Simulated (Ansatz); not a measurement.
**C₂H₇FInNS: geometry optimisation**

What shape does C₂H₇FInNS take? The plan is to relax it.

The runs use Ansatz 0.2.0, Gaussian basis; RKS PBE0-D4/def2-TZVP.

Levels to be run: relaxation at PBE0-D4/def2-TZVP.

1 further run of the same task is left out (set aside as unsound or not needed).

## 1. The system as given

SMILES `C[N](C)[In]([F])[SH]`, 13 atoms, charge 0, spin multiplicity 1.

Atoms are counted from 1 here; the program's logs count them from 0.

Bond lengths: C1–N2 1.441 Å, C1–H7 1.100 Å, C1–H8 1.092 Å, C1–H9 1.095 Å, N2–C3 1.439 Å, N2–In4 2.194 Å, C3–H10 1.100 Å, C3–H11 1.095 Å, C3–H12 1.091 Å, In4–F5 2.014 Å, In4–S6 2.457 Å, S6–H13 1.327 Å. Angles: N2–C1–H7 113.7°, N2–C1–H8 109.5°, N2–C1–H9 108.0°, H7–C1–H8 109.5°, H7–C1–H9 107.8°, H8–C1–H9 108.2°, C1–N2–C3 112.4°, C1–N2–In4 113.9°, C3–N2–In4 111.5°, N2–C3–H10 113.6°, N2–C3–H11 108.1°, N2–C3–H12 109.2°, H10–C3–H11 108.0°, H10–C3–H12 109.4°, H11–C3–H12 108.4°, N2–In4–F5 112.8°, N2–In4–S6 138.3°, F5–In4–S6 105.5° and more.

As a file:

```xyz
13

C     1.0763   -0.6822   -1.1994
N     0.4094   -0.6033    0.0753
C     1.2766   -0.1244    1.1196
In   -1.4775    0.5158    0.0226
F    -1.8501    1.4998    1.7399
S    -3.6235    0.4415   -1.1722
H     1.6122    0.2377   -1.4755
H     0.3495   -0.9285   -1.9764
H     1.8099   -1.4940   -1.1484
H     1.8252    0.7899    0.8504
H     2.0104   -0.9074    1.3387
H     0.6872    0.0580    2.0196
H    -4.1056    1.1971   -0.1941
```

The start is a GFN2-xTB geometry. In takes the def2 core potential; no spin-orbit term is included.

## 2. Optimising with PBE0-D4/def2-TZVP

in.yaml

```yaml
crystal:
  periodic: [false, false, false]
  atoms:
    - {symbol: C, position_ang: [1.076340, -0.682220, -1.199410]}
    - {symbol: N, position_ang: [0.409430, -0.603280, 0.075300]}
    - {symbol: C, position_ang: [1.276550, -0.124360, 1.119560]}
    - {symbol: In, position_ang: [-1.477500, 0.515780, 0.022570]}
    - {symbol: F, position_ang: [-1.850140, 1.499800, 1.739910]}
    - {symbol: S, position_ang: [-3.623450, 0.441450, -1.172160]}
    - {symbol: H, position_ang: [1.612170, 0.237720, -1.475520]}
    - {symbol: H, position_ang: [0.349520, -0.928500, -1.976440]}
    - {symbol: H, position_ang: [1.809910, -1.494020, -1.148440]}
    - {symbol: H, position_ang: [1.825160, 0.789910, 0.850410]}
    - {symbol: H, position_ang: [2.010370, -0.907420, 1.338690]}
    - {symbol: H, position_ang: [0.687220, 0.058040, 2.019590]}
    - {symbol: H, position_ang: [-4.105560, 1.197120, -0.194060]}
basis:
  gaussian: {orbitals: def2-TZVP}
hamiltonian: {xc: pbe0, dispersion: d4}
relax: {f_tol: 0.005, max_steps: 150}
```

Command:

```sh
ansatz run in.yaml --threads 2 --pin off --events-out ev --progress --plain --max-ram 31744MiB --backend cuda --devices 0, --max-vram 18GiB
```

**Question.** What will the summary of the whole plan be? Wanted: point group; shift from the start; total energy; dispersion term; dipole moment.

The runs gave:

| quantity | value |
| --- | --- |
| point group | Cs |
| steps | 16 |
| shift from the start (rms) | 0.335 Å |
| total energy | -22398.3813 eV |
| dispersion term | -253 meV |
| dipole moment | 2.19 D |

The relaxed geometry lies 0.34 Å (rms) from the start; the bond that changed most is N2–In4, from 2.194 to 1.987 Å. No vibrations were run, so it is not proven to be a minimum. The largest Mulliken charge, +0.84 e, sits on In4.
